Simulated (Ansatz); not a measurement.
# CH5NTeZn: the cost of one run

Program: Ansatz 0.2.0, Gaussian basis. Level of theory: the settings change from run to run. These are calculated values, not measurements.

1 further run of the same task is left out (for a known fault of the program). Runs told in other sessions of the task aren't counted.

**1. The molecule**

The geometry comes from an earlier relaxation with PBE0-D4 in a triple-zeta def2 set; it is a stationary point, not always the lowest conformer. Te takes a core potential in def2 sets; no spin-orbit term is included.

SMILES `[NH2][Zn][CH2][TeH]`, 9 atoms, charge 0, spin multiplicity 1.

Atoms are counted from 1 here; the program's logs count them from 0.

Bond lengths: N1–Zn2 1.815 Å, N1–H5 1.009 Å, N1–H6 1.009 Å, Zn2–C3 1.931 Å, C3–Te4 2.143 Å, C3–H7 1.090 Å, C3–H8 1.090 Å, Te4–H9 1.663 Å. Angles: Zn2–N1–H5 119.2°, Zn2–N1–H6 119.0°, H5–N1–H6 108.5°, N1–Zn2–C3 176.4°, Zn2–C3–Te4 110.3°, Zn2–C3–H7 110.9°, Zn2–C3–H8 110.1°, Te4–C3–H7 108.1°, Te4–C3–H8 107.8°, H7–C3–H8 109.6°, C3–Te4–H9 95.7°.

**2. rPW86-PBE/def2-TZVPP**

This run has atoms shaken by 0.08 Å.

The input, in.yaml:

```yaml
crystal:
  periodic: [false, false, false]
  atoms:
    - {symbol: N, position_ang: [-2.237442, 1.604851, 0.350659]}
    - {symbol: Zn, position_ang: [-0.692942, 0.400522, 0.362450]}
    - {symbol: C, position_ang: [0.767531, -0.898293, 0.100295]}
    - {symbol: Te, position_ang: [1.698091, -0.732000, -1.770957]}
    - {symbol: H, position_ang: [-2.620263, 1.419222, 1.329972]}
    - {symbol: H, position_ang: [-1.821572, 2.452750, 0.111633]}
    - {symbol: H, position_ang: [0.569613, -1.937330, 0.099371]}
    - {symbol: H, position_ang: [1.459026, -0.673944, 0.838926]}
    - {symbol: H, position_ang: [3.122181, -1.814446, -1.530404]}
basis:
  gaussian: {orbitals: def2-TZVPP}
hamiltonian: {xc: {name: rPW86-PBE}}
output: {forces: true}
```

Run with:

```sh
> ansatz run in.yaml --threads 4 --pin off --events-out ev --progress --plain --max-ram 10444MiB
```

What time and memory should one allow on 4 threads of Arm Neoverse V2, shared host?

About 5.5 s, with a peak of 0.39 GiB.
